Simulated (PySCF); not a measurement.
# H2NiS2 (Ni(SH)2): the cost of one run

Computed with PySCF 2.14.0, with density-fitted response routines of our own, on a single molecule in the gas phase. Atoms are numbered from 0 throughout.

## 1. The starting structure

5 atoms, charge 0, multiplicity 3; geometry from: GFN2-xTB. The atoms were then displaced at random by about 0.03 Å, so the start is not that level's minimum.

Bonds of the start (Å): Ni0–S1 2.02, Ni0–S3 2.07, S1–H2 1.44, S3–H4 1.43.

## 2. Geometry optimisation at PBE0-D3(BJ)/def2-SVP

The job: settings as JSON, then the geometry in Å.

```
{"job": {"xc": "PBE0", "basis": "def2-SVP", "d3": "d3bj", "grid": 1, "maxiter": 40, "shake": 0.03, "kind": "geom"}, "charge": 0, "multiplicity": 3}
Ni     0.007280     0.028380     0.014680
S      0.604270    -0.561620     1.847200
H     -0.070240     0.703990     1.770860
S      0.114910    -0.765220    -1.888780
H     -0.581360     0.483980    -1.806080
```

Launch:

```bash
$ OMP_NUM_THREADS=1 python probes_run.py task.json out
```

One launch serves the whole session: the jobs run in the order shown.

**Question.** How long does this first job take on 1 thread of AMD EPYC 9R45, shared host, and how much memory does it need?

About 57 s, with a peak of 0.35 GiB.
